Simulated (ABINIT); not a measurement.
# CuF (P4/mmm) in ABINIT: equation of state

Aim: energy against volume of CuF in PBE, for its equilibrium volume and stiffness.

Everything below comes from runs of ABINIT 10.8.3 (patched build). Logs are shortened: lines on timing, memory, paths and dates and some standing lists are left out, and cuts for length are marked. The log counts tension as positive stress, the text compression.

**1. The structure**

Symmetry: P4/mmm, No. 123, tetragonal system. Conventional cell: a = 2.471 Å, b = 2.471 Å, c = 3.417 Å, α = 90.00°, β = 90.00°, γ = 90.00°. Cu (site symmetry 4/mmm) has 8 F at 2.44 Å and 4 Cu at 2.47 Å as nearest neighbours. Around F (site symmetry 4/mmm) lie 8 Cu at 2.44 Å and 4 F at 2.47 Å.

The cell was built by a generator and needn't be a form met in nature.

**2. Equation of state, PBE**

Contents of run.abi:

```
# Datasets: one volume each
ndtset 7
getwfk -1
scalecart1 3*0.9795861087
scalecart2 3*0.9864848297
scalecart3 3*0.9932883884
scalecart4 3*1.0000000000
scalecart5 3*1.0066227096
scalecart6 3*1.0131594038
scalecart7 3*1.0196128224

# Pseudopotentials
pp_dirpath "./"
pseudos "Cu.GGA_PBE-JTH.xml, F.GGA_PBE-JTH.xml"

# Structure
acell 3*1.0 Angstrom
rprim
     2.4710065500     0.0000000000     0.0000000000
     0.0000000000     2.4710065500     0.0000000000
     0.0000000000     0.0000000000     3.4165013900
ntypat 2
znucl 29 9
natom 2
typat 1 2
xred
     0.0000000000     0.0000000000     0.0000000000
     0.5000000000     0.5000000000     0.5000000000

# Plane-wave basis
ecut 707.496042 eV
pawecutdg 48.0
pawxcdev 0

# k points
kptopt 1
ngkpt 11 11 8
nshiftk 1
shiftk 0.0 0.0 0.0

# Exchange and correlation
ixc 11

# Bands and occupations
nband 17
occopt 3
tsmear 0.00183747

# SCF cycle
nstep 100
tolvrs 1.0e-9

# Output
iomode 3
prtwf 1
prtden 0
prteig 0
prtebands 0
enunit 1
```

Potentials or basis: JTH PAW PBE v2.0.

On the command line:

```bash
> abinit run.abi > log 2>&1
```

run.abo:

```text
.Version 10.8.3 of ABINIT
 DATASET    1 : space group P4/m m m (#123); Bravais tP (primitive tetrag.)
================================================================================
 Values of the parameters that define the memory need for DATASET  1.
     intxc =       0    ionmov =       0      iscf =      17    lmnmax =      18
     lnmax =       6     mgfft =      30  mpssoang =       3    mqgrid =    3001
     natom =       2  nloc_mem =       2    nspden =       1   nspinor =       1
    nsppol =       1      nsym =      16    n1xccc =       1    ntypat =       2
    occopt =       3   xclevel =       2
       mpw =         856          nfft =       17280          nkpt =         105
 PAW method is used; the additional fine FFT grid is defined by:
   mgfftf=        40    nfftf =     36000
================================================================================
================================================================================
[... 71 lines left out ...]
 DATASET    7 : space group P4/m m m (#123); Bravais tP (primitive tetrag.)
================================================================================
 Values of the parameters that define the memory need for DATASET  7.
     intxc =       0    ionmov =       0      iscf =      17    lmnmax =      18
     lnmax =       6     mgfft =      32  mpssoang =       3    mqgrid =    3001
     natom =       2  nloc_mem =       2    nspden =       1   nspinor =       1
    nsppol =       1      nsym =      16    n1xccc =       1    ntypat =       2
    occopt =       3   xclevel =       2
       mpw =         967          nfft =       18432          nkpt =         105
 PAW method is used; the additional fine FFT grid is defined by:
   mgfftf=        45    nfftf =     40500
================================================================================
================================================================================

--------------------------------------------------------------------------------
------------- Echo of variables that govern the present computation ------------
--------------------------------------------------------------------------------
 -outvars: echo values of preprocessed input variables --------
            acell      1.8897261259E+00  1.8897261259E+00  1.8897261259E+00 Bohr
              amu      6.35460000E+01  1.89984032E+01
             ecut      2.60000000E+01 Hartree
           enunit           1
           getwfk          -1
                       outvar_i_n : Printing only first  50 k-points.
              ixc          11
           jdtset        1    2    3    4    5    6    7
                       outvar_i_n : Printing only first  50 k-points.
         kptrlatt       11    0    0      0   11    0      0    0    8
          kptrlen1     5.03162269E+01
          kptrlen2     5.06705782E+01
          kptrlen3     5.10200415E+01
          kptrlen4     5.13647820E+01
          kptrlen5     5.17049560E+01
          kptrlen6     5.20407119E+01
          kptrlen7     5.23721903E+01
            natom           2
            nband          17
           ndtset           7
            ngfft1         24      24      30
            ngfft2         24      24      30
            ngfft3         24      24      30
            ngfft4         24      24      30
            ngfft5         24      24      30
            ngfft6         24      24      32
            ngfft7         24      24      32
          ngfftdg1         30      30      40
          ngfftdg2         30      30      40
          ngfftdg3         30      30      45
          ngfftdg4         30      30      45
          ngfftdg5         30      30      45
          ngfftdg6         30      30      45
          ngfftdg7         30      30      45
             nkpt         105
            nstep         100
             nsym          16
           ntypat           2
                       prtocc : prtvol=0, do not print more k-points.
           occopt           3
        pawecutdg      4.80000000E+01 Hartree
         pawxcdev           0
           prtden           0
        prtebands           0
           prteig           0
            rprim1     2.4205636909E+00  0.0000000000E+00  0.0000000000E+00
                       0.0000000000E+00  2.4205636909E+00  0.0000000000E+00
                       0.0000000000E+00  0.0000000000E+00  3.3467573020E+00
            rprim2     2.4376104757E+00  0.0000000000E+00  0.0000000000E+00
                       0.0000000000E+00  2.4376104757E+00  0.0000000000E+00
                       0.0000000000E+00  0.0000000000E+00  3.3703267919E+00
            rprim3     2.4544221138E+00  0.0000000000E+00  0.0000000000E+00
                       0.0000000000E+00  2.4544221138E+00  0.0000000000E+00
                       0.0000000000E+00  0.0000000000E+00  3.3935711596E+00
            rprim4     2.4710065500E+00  0.0000000000E+00  0.0000000000E+00
                       0.0000000000E+00  2.4710065500E+00  0.0000000000E+00
                       0.0000000000E+00  0.0000000000E+00  3.4165013900E+00
            rprim5     2.4873713088E+00  0.0000000000E+00  0.0000000000E+00
                       0.0000000000E+00  2.4873713088E+00  0.0000000000E+00
                       0.0000000000E+00  0.0000000000E+00  3.4391278866E+00
            rprim6     2.5035235230E+00  0.0000000000E+00  0.0000000000E+00
                       0.0000000000E+00  2.5035235230E+00  0.0000000000E+00
                       0.0000000000E+00  0.0000000000E+00  3.4614605114E+00
            rprim7     2.5194699626E+00  0.0000000000E+00  0.0000000000E+00
                       0.0000000000E+00  2.5194699626E+00  0.0000000000E+00
                       0.0000000000E+00  0.0000000000E+00  3.4835086250E+00
          spgroup         123
           tolvrs      1.00000000E-09
           tsmear      1.83747000E-03 Hartree
            typat      1  2
           useylm           1
                       outvars : Printing only first  50 k-points.
           xangst1     0.0000000000E+00  0.0000000000E+00  0.0000000000E+00
                       1.2102818454E+00  1.2102818454E+00  1.6733786510E+00
           xangst2     0.0000000000E+00  0.0000000000E+00  0.0000000000E+00
                       1.2188052378E+00  1.2188052378E+00  1.6851633959E+00
           xangst3     0.0000000000E+00  0.0000000000E+00  0.0000000000E+00
                       1.2272110569E+00  1.2272110569E+00  1.6967855798E+00
           xangst4     0.0000000000E+00  0.0000000000E+00  0.0000000000E+00
                       1.2355032750E+00  1.2355032750E+00  1.7082506950E+00
           xangst5     0.0000000000E+00  0.0000000000E+00  0.0000000000E+00
                       1.2436856544E+00  1.2436856544E+00  1.7195639433E+00
           xangst6     0.0000000000E+00  0.0000000000E+00  0.0000000000E+00
                       1.2517617615E+00  1.2517617615E+00  1.7307302557E+00
           xangst7     0.0000000000E+00  0.0000000000E+00  0.0000000000E+00
                       1.2597349813E+00  1.2597349813E+00  1.7417543125E+00
            xcart1     0.0000000000E+00  0.0000000000E+00  0.0000000000E+00
                       2.2871012230E+00  2.2871012230E+00  3.1622273553E+00
            xcart2     0.0000000000E+00  0.0000000000E+00  0.0000000000E+00
                       2.3032081003E+00  2.3032081003E+00  3.1844972957E+00
            xcart3     0.0000000000E+00  0.0000000000E+00  0.0000000000E+00
                       2.3190927962E+00  2.3190927962E+00  3.2064600402E+00
            xcart4     0.0000000000E+00  0.0000000000E+00  0.0000000000E+00
                       2.3347628174E+00  2.3347628174E+00  3.2281259679E+00
            xcart5     0.0000000000E+00  0.0000000000E+00  0.0000000000E+00
                       2.3502252735E+00  2.3502252735E+00  3.2495049088E+00
            xcart6     0.0000000000E+00  0.0000000000E+00  0.0000000000E+00
                       2.3654869041E+00  2.3654869041E+00  3.2706061811E+00
            xcart7     0.0000000000E+00  0.0000000000E+00  0.0000000000E+00
                       2.3805541059E+00  2.3805541059E+00  3.2914386292E+00
             xred      0.0000000000E+00  0.0000000000E+00  0.0000000000E+00
                       5.0000000000E-01  5.0000000000E-01  5.0000000000E-01
            znucl       29.00000    9.00000

================================================================================

 chkinp: Checking input parameters for consistency, jdtset=   1.

 chkinp: Checking input parameters for consistency, jdtset=   2.

 chkinp: Checking input parameters for consistency, jdtset=   3.

 chkinp: Checking input parameters for consistency, jdtset=   4.
[... 31 lines left out ...]
 getcut: wavevector=  0.0000  0.0000  0.0000  ngfft=  24  24  30
         ecut(hartree)=     26.000   => boxcut(ratio)=   2.06655

 Fine grid specifications (used for densities):

 getcut: wavevector=  0.0000  0.0000  0.0000  ngfft=  30  30  40
         ecut(hartree)=     48.000   => boxcut(ratio)=   2.02792

--- Pseudopotential description ------------------------------------------------
- pspini: atom type   1  psp file is ./Cu.GGA_PBE-JTH.xml
 Pseudopotential format is: paw10
 basis_size (lnmax)=  6 (lmn_size= 18), orbitals=   0   0   1   1   2   2
 Spheres core radius: rc_sph= 2.00090475
 Shapefunction is SIN type: shapef(r)=[sin(pi*r/rshp)/(pi*r/rshp)]**2
 Radius for shape functions =  1.80603571
 Compensation charge density is not taken into account in XC energy/potential

- pspini: atom type   2  psp file is ./F.GGA_PBE-JTH.xml
 Pseudopotential format is: paw10
 basis_size (lnmax)=  4 (lmn_size=  8), orbitals=   0   0   1   1
 Spheres core radius: rc_sph= 1.40288605
 Shapefunction is SIN type: shapef(r)=[sin(pi*r/rshp)/(pi*r/rshp)]**2
 Radius for shape functions =  1.20455331
 Compensation charge density is not taken into account in XC energy/potential

   1.11609473E+03                                ecore*ucvol(ha*bohr**3)
--------------------------------------------------------------------------------

[... 7 lines left out ...]

     iter   Etot(hartree)      deltaE(h)  residm     nres2
 ETOT  1  -217.50528773278    -2.175E+02 4.909E+01 1.212E+01
 ETOT  2  -222.67649369881    -5.171E+00 3.058E-01 1.944E+02
 ETOT  3  -222.38781561256     2.887E-01 8.988E-02 3.589E+01
 ETOT  4  -222.36161611534     2.620E-02 1.043E-01 1.873E+01
 ETOT  5  -222.32170810942     3.991E-02 2.625E-02 3.690E+00
 ETOT  6  -222.31248807947     9.220E-03 2.303E-02 4.159E-01
 ETOT  7  -222.31129757653     1.191E-03 6.528E-03 6.185E-02
 ETOT  8  -222.31135131543    -5.374E-05 2.640E-02 6.913E-03
 ETOT  9  -222.31134543848     5.877E-06 1.849E-03 3.023E-03
 ETOT 10  -222.31134297960     2.459E-06 1.715E-03 2.065E-04
 ETOT 11  -222.31134279116     1.884E-07 2.632E-03 6.380E-06
[... 1231 lines left out ...]
 Cartesian components of stress tensor (hartree/bohr^3)
  sigma(1 1)= -1.62828101E-04  sigma(3 2)=  0.00000000E+00
  sigma(2 2)= -1.62828101E-04  sigma(3 1)=  0.00000000E+00
  sigma(3 3)=  5.61370305E-04  sigma(2 1)=  0.00000000E+00

-Cartesian components of stress tensor (GPa)         [Pressure= -2.3116E+00 GPa]
- sigma(1 1)= -4.79056814E+00  sigma(3 2)=  0.00000000E+00
- sigma(2 2)= -4.79056814E+00  sigma(3 1)=  0.00000000E+00
- sigma(3 3)=  1.65160846E+01  sigma(2 1)=  0.00000000E+00

== END DATASET(S) ==============================================================
================================================================================

 -outvars: echo values of variables after computation  --------
            acell      1.8897261259E+00  1.8897261259E+00  1.8897261259E+00 Bohr
           etotal1    -2.2231134281E+02
           etotal2    -2.2231245261E+02
           etotal3    -2.2231327130E+02
           etotal4    -2.2231382728E+02
           etotal5    -2.2231414823E+02
           etotal6    -2.2231426514E+02
           etotal7    -2.2231419649E+02
            fcart1    -0.0000000000E+00 -0.0000000000E+00 -0.0000000000E+00
                      -0.0000000000E+00 -0.0000000000E+00 -0.0000000000E+00
            fcart2    -0.0000000000E+00 -0.0000000000E+00 -0.0000000000E+00
                      -0.0000000000E+00 -0.0000000000E+00 -0.0000000000E+00
            fcart3    -0.0000000000E+00 -0.0000000000E+00 -0.0000000000E+00
                      -0.0000000000E+00 -0.0000000000E+00 -0.0000000000E+00
            fcart4    -0.0000000000E+00 -0.0000000000E+00 -0.0000000000E+00
                      -0.0000000000E+00 -0.0000000000E+00 -0.0000000000E+00
            fcart5    -0.0000000000E+00 -0.0000000000E+00 -0.0000000000E+00
                      -0.0000000000E+00 -0.0000000000E+00 -0.0000000000E+00
            fcart6    -0.0000000000E+00 -0.0000000000E+00 -0.0000000000E+00
                      -0.0000000000E+00 -0.0000000000E+00 -0.0000000000E+00
            fcart7    -0.0000000000E+00 -0.0000000000E+00 -0.0000000000E+00
                      -0.0000000000E+00 -0.0000000000E+00 -0.0000000000E+00
            rprim1     2.4205636909E+00  0.0000000000E+00  0.0000000000E+00
[... 30 lines left out ...]
           strten6    -2.2993505942E-04 -2.2993505942E-04  5.1134909631E-04
                       0.0000000000E+00  0.0000000000E+00  0.0000000000E+00
           strten7    -1.6282810139E-04 -1.6282810139E-04  5.6137030524E-04
                       0.0000000000E+00  0.0000000000E+00  0.0000000000E+00
           xangst1     0.0000000000E+00  0.0000000000E+00  0.0000000000E+00
                       1.2102818454E+00  1.2102818454E+00  1.6733786510E+00
           xangst2     0.0000000000E+00  0.0000000000E+00  0.0000000000E+00
                       1.2188052378E+00  1.2188052378E+00  1.6851633959E+00
           xangst3     0.0000000000E+00  0.0000000000E+00  0.0000000000E+00
                       1.2272110569E+00  1.2272110569E+00  1.6967855798E+00
           xangst4     0.0000000000E+00  0.0000000000E+00  0.0000000000E+00
                       1.2355032750E+00  1.2355032750E+00  1.7082506950E+00
           xangst5     0.0000000000E+00  0.0000000000E+00  0.0000000000E+00
                       1.2436856544E+00  1.2436856544E+00  1.7195639433E+00
           xangst6     0.0000000000E+00  0.0000000000E+00  0.0000000000E+00
                       1.2517617615E+00  1.2517617615E+00  1.7307302557E+00
           xangst7     0.0000000000E+00  0.0000000000E+00  0.0000000000E+00
                       1.2597349813E+00  1.2597349813E+00  1.7417543125E+00
             xred      0.0000000000E+00  0.0000000000E+00  0.0000000000E+00
                       5.0000000000E-01  5.0000000000E-01  5.0000000000E-01
 Calculation completed.
```

Wall time 4.5 min (1 thread of Arm Neoverse V2, shared host); peak memory 0.17 GiB.

What came out:

```yaml
Equilibrium_volume: 10.87 Å³/atom
Bulk_modulus_at_fixed_shape_and_positions: 99 GPa
Pressure_derivative_of_the_bulk_modulus: 5.1
```

Energy against volume, from the lowest point:
| volume (Å³/atom) | energy (meV/atom) |
| --- | --- |
| 9.805 | 39.76 |
| 10.013 | 24.66 |
| 10.222 | 13.52 |
| 10.430 | 5.96 |
| 10.639 | 1.59 |
| 10.848 | 0.00 |
| 11.056 | 0.93 |

Caveat: pressures at fixed basis lie under the slope of the energies; the cell was scaled at fixed shape and fractional positions, which overstates the stiffness of a crystal with free parameters, most of all of layers and chains; the run has no spin polarisation, though such a crystal can be magnetic.
